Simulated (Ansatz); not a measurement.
# GaNH₃ radical: up Jacob's ladder to CCSD(T)

An exercise on one series of results from a longer session: the logs are not shown, and one member is left open.

The runs use Ansatz 0.2.0, Gaussian basis; functionals in def2-TZVPP, the program's frozen cores in correlated methods.

Plan: LDA (SPW92), PBE-D4, revPBE-D4, BLYP-D4, r2SCAN-D4, B97M-V, PBE0-D4, B3LYP-D4, r2SCANh-D4, r2SCAN0-D4, HSE06-D4, BHLYP-D4, CAM-B3LYP-D4, LC-ωPBE, ωB97X-V, ωB97M-V, B2PLYP, PBE-QIDH; CCSD(T)/def2-SVP; CCSD(T)/def2-TZVPP; MP2/def2-QZVPP; extrapolation to the limit; RPA on PBE.

### The geometry

An earlier PBE0-D4 in a triple-zeta def2 set relaxation fixed the geometry.

5 atoms, charge 0, spin multiplicity 2.

Atoms are counted from 1 here; the program's logs count them from 0.

Bond lengths: N1–Ga2 1.825 Å, N1–H3 1.008 Å, N1–H4 1.006 Å, Ga2–H5 1.594 Å. Angles: Ga2–N1–H3 123.8°, Ga2–N1–H4 124.3°, H3–N1–H4 111.9°, N1–Ga2–H5 116.9°.

Set-up of the first run:

Input file in.yaml:

```yaml
crystal:
  periodic: [false, false, false]
  atoms:
    - {symbol: N, position_ang: [-0.211858, -0.683960, 0.064703]}
    - {symbol: Ga, position_ang: [0.815481, 0.782947, 0.416979]}
    - {symbol: H, position_ang: [-0.946846, -0.701255, -0.625057]}
    - {symbol: H, position_ang: [-0.115221, -1.569311, 0.532044]}
    - {symbol: H, position_ang: [0.508244, 2.097879, -0.430069]}
basis:
  gaussian: {orbitals: def2-TZVPP}
magnetization: {spin_polarized: true, initial_magnetization: 1}
hamiltonian: {xc: lda}
output: {orbitals: {seedname: orbitals}}
```

Among the steps run: LDA; PBE-D4 (GGA); revPBE-D4 (GGA); BLYP-D4 (GGA); r2SCAN-D4 (meta-GGA); B97M-V (meta-GGA); PBE0-D4 (hybrid); B3LYP-D4 (hybrid); r2SCANh-D4 (hybrid); r2SCAN0-D4 (hybrid); HSE06-D4 (hybrid); BHLYP-D4 (hybrid); CAM-B3LYP-D4 (range-separated); LC-ωPBE-D4 (range-separated; the results give it without D4); ωB97X-V (range-separated); ωB97M-V (range-separated); B2PLYP (double hybrid); PBE-QIDH (double hybrid).

One table of the session follows, with a row left open; its other results are not shown here.

It belongs to the step «Orbital energies across the functionals». 

```
  functional  HOMO (eV)  LUMO (eV)  gap (eV)
 LDA (SPW92)      -4.59      -3.54      1.05
      PBE-D4      -4.58      -3.22      1.35
   revPBE-D4      -4.56      -3.10      1.46
     BLYP-D4      -4.41      -3.31      1.10
   r2SCAN-D4      -4.95      -2.80      2.15
      B97M-V      -4.69      -3.57      1.12
     PBE0-D4          ?          ?         ?
    B3LYP-D4      -5.39      -2.75      2.64
  r2SCANh-D4      -5.33      -2.49      2.83
  r2SCAN0-D4      -5.89      -2.05      3.84
    HSE06-D4      -5.23      -2.66      2.56
    BHLYP-D4      -6.50      -1.59      4.91
CAM-B3LYP-D4      -6.84      -1.49      5.35
     LC-ωPBE      -8.20       0.02      8.22
     ωB97X-V      -7.72      -0.41      7.31
     ωB97M-V      -7.60      -0.60      7.00
```

Estimate the missing values for PBE0-D4.

The run gave: HOMO (eV): -5.62; LUMO (eV): -2.28; gap (eV): 3.34. In the column «HOMO (eV)» it lies between r2SCAN0-D4 (-5.89) and B3LYP-D4 (-5.39).
